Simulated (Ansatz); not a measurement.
Write a Python script for the Ansatz DFT code, driven from Python that makes a single point in a Gaussian basis of H10Si4, SMILES [SiH3][SiH2][SiH2][SiH3]. Use: PBE, 6-31G* basis, multiplicity 1.

```yaml
atoms:
  - { symbol: Si, position_ang: [-0.5040, 2.1625, 1.0519] }
  - { symbol: Si, position_ang: [-1.5337, 0.2182, 0.3386] }
  - { symbol: Si, position_ang: [-0.2789, -1.0216, -1.1776] }
  - { symbol: Si, position_ang: [1.8404, -1.5711, -0.4319] }
  - { symbol: H, position_ang: [-1.2831, 2.9680, 1.9941] }
  - { symbol: H, position_ang: [0.7684, 1.8672, 1.7170] }
  - { symbol: H, position_ang: [-0.1870, 3.0431, -0.0758] }
  - { symbol: H, position_ang: [-1.8318, -0.6315, 1.5049] }
  - { symbol: H, position_ang: [-2.8724, 0.5233, -0.1929] }
  - { symbol: H, position_ang: [-0.1706, -0.2541, -2.4311] }
  - { symbol: H, position_ang: [-0.9941, -2.2365, -1.6017] }
  - { symbol: H, position_ang: [2.6332, -2.3779, -1.3613] }
  - { symbol: H, position_ang: [2.6271, -0.3650, -0.1583] }
  - { symbol: H, position_ang: [1.7865, -2.3246, 0.8240] }
```

Script `h10si4_energy.py`:
```python
# -*- coding: utf-8 -*-
"""Single point of H10Si4 in a Gaussian basis."""

from pathlib import Path
import json

import ansatz as az
from ase import Atoms
import numpy as np
import pandas as pd


def main():
    atoms = Atoms(["Si", "Si", "Si", "Si", "H", "H", "H", "H", "H", "H", "H", "H", "H", "H"], positions=[
        (-0.50396, 2.16252, 1.05186),
        (-1.53369, 0.21816, 0.33862),
        (-0.27887, -1.02165, -1.17762),
        (1.84039, -1.57105, -0.43187),
        (-1.28314, 2.96796, 1.99405),
        (0.76843, 1.86723, 1.71704),
        (-0.18704, 3.04309, -0.07582),
        (-1.83185, -0.63149, 1.50492),
        (-2.87236, 0.52328, -0.19294),
        (-0.17063, -0.25407, -2.43107),
        (-0.99414, -2.23646, -1.60167),
        (2.63322, -2.37788, -1.36128),
        (2.62715, -0.36505, -0.15825),
        (1.7865, -2.32459, 0.82404),
    ])
    system = az.Crystal.molecule_from_ase(atoms)

    setup = system.calculation().basis(gaussian="6-31G*").functional("PBE").forces().orbitals()
    done = setup.run(threads=1, pin="off", runs_dir="h10si4_runs")
    data = done.report

    print("reference energy %16.6f eV" % data["reference_energy_ev"])
    print("total energy     %16.6f eV" % data["free_energy_ev"])
    print("occupied (up, down):", data["n_occupied"], " virtual:", data["n_virtual"], " frozen:", data["n_frozen"])

    state = data["mean_field"]["state"]
    print(f"mean field: {state['energy']['hartree']:.7f} Ha, <S^2> = {abs(state['spin_squared']):.4f}, stability: {state.get('stability', {}).get('kind')}")

    symbols = [site.symbol for site in system.cartesian_sites]
    print("forces (eV/A)")
    for symbol, f in zip(symbols, data["forces_ev_ang"]):
        print(f"  {symbol:2s} {f[0]:9.4f} {f[1]:9.4f} {f[2]:9.4f}")

    charges = data["charge_distribution"]
    table = pd.DataFrame({"atom": symbols, "mulliken": charges["mulliken_charges_e"], "lowdin": charges["lowdin_charges_e"]})
    print(table.round(3).to_string())
    print("dipole (e A):", np.round(charges["dipole_moment_e_ang"], 4) + 0.0)

    lines = Path(data["orbitals_path"]).read_text().splitlines()
    field_of = lambda key: [line.split("=")[1].strip() for line in lines if line.startswith(key)]
    orbitals = [(27.211386 * float(e), s, float(n)) for e, s, n in zip(field_of("Ene="), field_of("Spin="), field_of("Occup="))]
    homo = max(e for e, _, n in orbitals if n > 0.5)
    lumo = min(e for e, _, n in orbitals if n < 0.5)
    print(f"HOMO {homo:.3f} eV, LUMO {lumo:.3f} eV, gap {lumo - homo:.3f} eV")
    with open("h10si4.json", "w") as handle:
        json.dump({k: data[k] for k in ("free_energy_ev", "reference_energy_ev", "n_occupied", "n_virtual")}, handle, indent=1)


if __name__ == "__main__":
    main()
```

```console
$ python h10si4_energy.py
reference energy    -31653.986610 eV
total energy        -31653.986610 eV
occupied (up, down): [33, 33]  virtual: [63, 63]  frozen: 0
mean field: -1163.2625521 Ha, <S^2> = 0.0000, stability: minimum
forces (eV/A)
  Si    0.0748   -0.0693   -0.0886
  Si    0.0480   -0.0948    0.0761
  Si    0.0067    0.1250   -0.0538
  Si   -0.0737    0.0717    0.0933
  H    -0.5276    0.2616    0.4549
  H     0.5963   -0.2324    0.2983
  H     0.1205    0.3588   -0.6051
  H     0.0157   -0.3425    0.5248
  H    -0.4782    0.1809   -0.3922
  H     0.1379    0.4072   -0.4490
  H    -0.3451   -0.5489    0.0101
  H     0.2417   -0.3944   -0.5834
  H     0.3030    0.6297    0.1109
  H    -0.1201   -0.3528    0.6036
   atom  mulliken  lowdin
0    Si     0.059   0.112
1    Si    -0.016  -0.003
2    Si    -0.016  -0.003
3    Si     0.059   0.112
4     H    -0.012  -0.029
5     H    -0.014  -0.028
6     H    -0.013  -0.028
7     H    -0.003  -0.012
8     H    -0.002  -0.012
9     H    -0.003  -0.012
10    H    -0.001  -0.012
11    H    -0.012  -0.028
12    H    -0.014  -0.028
13    H    -0.013  -0.028
dipole (e A): [-0.0332 -0.0157 -0.0151]
HOMO -7.067 eV, LUMO -1.015 eV, gap 6.052 eV
```

It writes `h10si4.json`:
```json
{
 "free_energy_ev": -31653.986610462634,
 "reference_energy_ev": -31653.986610462634,
 "n_occupied": [
  33,
  33
 ],
 "n_virtual": [
  63,
  63
 ]
}
```

Reading the output:
- Total energies depend on the basis set; only differences at equal settings carry meaning.
- The geometry is a force-field or estimated start, not a minimum of this method, and the basis set is short of its limit.
- The Löwdin charges here are taken after orthogonalising the functions within each atom; they differ from plain Löwdin charges, and their signs can be unphysical.
- Levels such as HOMO and LUMO are orbital energies: with these approximate functionals they aren't the ionisation energy and electron affinity, and their gap isn't the fundamental gap.
- Hardware and time: 7.6 s on 1 thread of AMD EPYC 7R43 64-Core Processor (Zen 3), on a shared host, peak memory 0.26 GiB.

(A comment or docstring line of the script was reworded after the run, the code is as it ran; lines on the test bed's own set-up are left out of the output.)
